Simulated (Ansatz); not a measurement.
# CH7GaSn (SMILES [CH3][SnH2][GaH2]) at CAM-B3LYP/def2-SVP (core potential)

What is the energy change on altering one bond length of CH7GaSn at CAM-B3LYP/def2-SVP (core potential)? 

The calculation is run with Ansatz 0.2.0.

38 further runs of the same task are left out: 38 set aside as unsound or not needed.

## (1) The molecule

CH7GaSn has 10 atoms, charge 0, and is taken as a singlet. SMILES: `[CH3][SnH2][GaH2]`. The coordinates come from a PBE0-D4/def2-TZVP relaxation.

Bond lengths: C1–Sn2 2.149 Å, Sn2–Ga3 2.622 Å, C1–H4 1.090 Å, C1–H5 1.090 Å, C1–H6 1.090 Å, Sn2–H7 1.717 Å, Sn2–H8 1.717 Å, Ga3–H9 1.576 Å, Ga3–H10 1.574 Å. Some angles: C1–Sn2–Ga3 113.9°, C1–Sn2–H7 107.9°, C1–Sn2–H8 108.0°, Ga3–Sn2–H7 110.2°, Ga3–Sn2–H8 110.6°, Sn2–C1–H4 109.9°, Sn2–C1–H5 110.0°, Sn2–C1–H6 110.0°, Sn2–Ga3–H9 121.1°, Sn2–Ga3–H10 120.9°.

## (2) A single-point energy at CAM-B3LYP/def2-SVP (core potential)

The input, in.yaml:

```yaml
crystal:
  periodic: [false, false, false]
  atoms:
    - symbol: C
      position_ang: [-1.630300, 0.570100, -0.523900]
    - symbol: Sn
      position_ang: [0.239600, -0.482300, -0.646800]
    - symbol: Ga
      position_ang: [1.786900, -0.142600, 1.442100]
    - symbol: H
      position_ang: [-2.223300, 0.378200, -1.418300]
    - symbol: H
      position_ang: [-2.188000, 0.236900, 0.351500]
    - symbol: H
      position_ang: [-1.449600, 1.641800, -0.439900]
    - symbol: H
      position_ang: [-0.106900, -2.150300, -0.863700]
    - symbol: H
      position_ang: [1.039800, 0.025500, -2.078600]
    - symbol: H
      position_ang: [1.310700, 0.711500, 2.677700]
    - symbol: H
      position_ang: [3.221300, -0.788900, 1.499900]
basis:
  gaussian: {orbitals: def2-SVP}
magnetization: {spin_polarized: false, initial_magnetization: 0}
hamiltonian: {xc: {name: CAM-B3LYP}}
accuracy: high
output: {orbitals: {seedname: orbitals}}
```

On the command line:

```
$ ansatz run in.yaml --threads 1 --pin off --max-ram 2610MiB --events-out events.jsonl --progress --plain --runs-dir runs
```

The program printed:

```text
Warning: RAYON_NUM_THREADS=1 ignored (pool sized by the plan → 1); use --threads N
Functional definition: CAM-B3LYP
  name "CAM-B3LYP"
  parameter alpha = 0.19
  parameter beta = 0.46
  parameter omega = 0.33/bohr
  parameter ac = 0.81
  exchange = (1 - alpha - beta)*b88_x + beta*b88_x_sr(omega) + alpha*exact_x + beta*exact_x_lr(omega)
  correlation = (1 - ac)*vwn5_c + ac*lyp_c
2479 factors; integrals over basis functions are off by at most 3.2e-8 eV
529 factors; integrals over basis functions are off by at most 2.1e-9 eV
mean field evaluation 1: about -59350.2037 eV, gradient 4.2e1 eV
mean field evaluation 2: about -59349.9654 eV, gradient 4.2e1 eV
mean field evaluation 4: about -59354.0717 eV, gradient 1.2e0 eV
mean field evaluation 8: about -59354.1466 eV, gradient 6.3e-2 eV
mean field evaluation 16: about -59354.1466 eV, gradient 2.2e-5 eV
mean field -59354.14663691 eV, -2181.2246572210 hartree, gradient 4.6e-8 eV, S^2 0.000000; 0 other end points of the search recorded, 0 dependent functions left out
reference -59354.14666071 eV, -2181.2246580957 hartree; 33, 33 occupied and 74, 74 virtual orbitals, 2479 factors
Total energy: -59354.14666071 eV, -2181.2246580957 hartree
```

Wall time 14 s (1 thread of Arm Neoverse V2, shared host); peak memory 0.52 GiB.

## (3) The distorted shape

The input, job.yaml:

```yaml
crystal:
  periodic: [false, false, false]
  atoms:
    - {symbol: C, position_ang: [-1.578318, 0.820333, -0.491361]}
    - {symbol: Sn, position_ang: [0.291582, -0.232067, -0.614261]}
    - {symbol: Ga, position_ang: [1.838882, 0.107633, 1.474639]}
    - {symbol: H, position_ang: [-2.171318, 0.628433, -1.385761]}
    - {symbol: H, position_ang: [-2.136018, 0.487133, 0.384039]}
    - {symbol: H, position_ang: [-1.397618, 1.892033, -0.407361]}
    - {symbol: H, position_ang: [-0.106900, -2.150300, -0.863700]}
    - {symbol: H, position_ang: [1.091782, 0.275733, -2.046061]}
    - {symbol: H, position_ang: [1.362682, 0.961733, 2.710239]}
    - {symbol: H, position_ang: [3.273282, -0.538667, 1.532439]}
basis:
  gaussian:
    orbitals: def2-SVP
output: {orbitals: {seedname: orbitals}}
hamiltonian:
  xc: {name: CAM-B3LYP}
accuracy: high
```

On the command line:

```
$ ansatz run job.yaml --threads 1 --pin off --max-ram 2610MiB --events-out events.jsonl --progress --plain --runs-dir runs
```

The program printed, shortened:

```text
Warning: RAYON_NUM_THREADS=1 ignored (pool sized by the plan → 1); use --threads N
[... 8 set-up lines as earlier in the session ...]
2475 factors; integrals over basis functions are off by at most 2.4e-8 eV
531 factors; integrals over basis functions are off by at most 2.1e-9 eV
mean field evaluation 1: about -59349.8556 eV, gradient 4.2e1 eV
mean field evaluation 2: about -59349.5938 eV, gradient 4.3e1 eV
mean field evaluation 4: about -59353.7591 eV, gradient 1.2e0 eV
mean field evaluation 8: about -59353.8312 eV, gradient 7.5e-2 eV
mean field evaluation 16: about -59353.8312 eV, gradient 4.7e-5 eV
mean field -59353.83124436 eV, -2181.2130667584 hartree, gradient 7.5e-9 eV, S^2 0.000000; 0 other end points of the search recorded, 0 dependent functions left out
reference -59353.83126834 eV, -2181.2130676396 hartree; 33, 33 occupied and 74, 74 virtual orbitals, 2475 factors
Total energy: -59353.83126834 eV, -2181.2130676396 hartree
```

It took 15 s on 1 thread of Arm Neoverse V2, shared host; peak memory 0.51 GiB.

## (4) Summary of results

At CAM-B3LYP/def2-SVP (core potential):

| quantity | value |
| --- | --- |
| first shape: total energy | -2181.22466 Eh |
| first shape: HOMO energy | -8.31 eV |
| first shape: LUMO energy | -1.18 eV |
| first shape: HOMO–LUMO gap | 7.13 eV |
| distorted shape: total energy | -2181.21307 Eh |
| distorted shape: HOMO energy | -8.35 eV |
| distorted shape: LUMO energy | -1.28 eV |
| distorted shape: HOMO–LUMO gap | 7.07 eV |
| energy change with the Sn2–H7 bond stretched from 1.717 to 1.975 Å | 0.315 eV |

In words: With the Sn2–H7 bond stretched from 1.717 to 1.975 Å the energy rises by 0.32 eV (7.3 kcal/mol). The first shape isn't relaxed at this level, so the change isn't measured from a minimum.
